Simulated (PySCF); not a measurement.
# InH: bond curves at several levels of theory

An exercise on one series of results from a longer session: the logs are not shown, and one member is left open.

Method: In x2c-TZVPPall, H x2c-TZVPPall, spin-free X2C with a Gaussian nucleus; program: PySCF 2.14.0.

The first run:

Settings of the job:

```yaml
atoms: In, H
charge: 0
basis: In x2c-TZVPPall, H x2c-TZVPPall
Hamiltonian: spin-free X2C with a Gaussian nucleus
basis_functions: 74
electrons_treated: 50
masses_in_u: 114.9039, 1.0078
levels: PBE0, PBE, r²SCAN, M06-L, BHandHLYP, BLYP, r²SCAN0, ωB97M-V, HF, MP2, SCS-MP2, CCSD, CCSD(T)
grid: 80 radial by 434 angular points
occupations: held fixed by the projection of orbital angular momentum
dissociation_limit: In + H, each in its ground configuration
starting_distance_in_angstrom: 1.710
values_of_2S_to_try: 0, 2
```

Run with:

```sh
$ OMP_NUM_THREADS=1 python dia.py task.json out
```

Among the steps run: Input; The PBE0 curve of the state that the search chose; Other states along the same grid; PBE (GGA); r²SCAN (meta-GGA); M06-L (meta-GGA); BHandHLYP; BLYP; r²SCAN0 (hybrid meta-GGA); ωB97M-V; RHF; MP2 and coupled cluster.

One table of the session follows, with a row left open; its other results are not shown here.

Energy (eV) from each level's lowest point:

```
R (Å)    RHF  RHF-MP2  RHF-SCS-MP2  RHF-CCSD  RHF-CCSD(T)
1.594  0.380    0.299        0.320       n/a          n/a
1.668  0.171    0.120        0.134     0.142        0.143
1.742  0.053    0.027        0.034     0.039        0.040
1.797  0.010    0.000        0.002     0.005        0.005
1.853      ?        ?            ?         ?            ?
1.909  0.015    0.028        0.022     0.019        0.018
1.983  0.067    0.092        0.080     0.074        0.071
2.075  0.171    0.207        0.189     0.177        0.172
2.187  0.334    0.378        0.354     0.334        0.327
2.335  0.591    0.641        0.609       n/a          n/a
```

Q: Estimate the row for R (Å) = 1.853 from the others.

Worked estimate for «RHF». A straight line through the neighbours (1.797, 0.010) and (1.909, 0.015) gives 0.010 + (0.015 − 0.010) × (1.853 − 1.797) / (1.909 − 1.797) = 0.013; a parabola fitted to 4 rows on both sides gives 0.000.

**Answer.** RHF: 0.000; RHF-MP2: 0.002; RHF-SCS-MP2: 0.000; RHF-CCSD: 0.000; RHF-CCSD(T): 0.000. In «RHF» the line misses by +0.013 and the parabola by 0.000.

To keep in mind: Lowest PBE0 solution found, without spin–orbit coupling: ¹Σ⁺ (singlet), closed shell. Warnings in the runs' records: inverted.
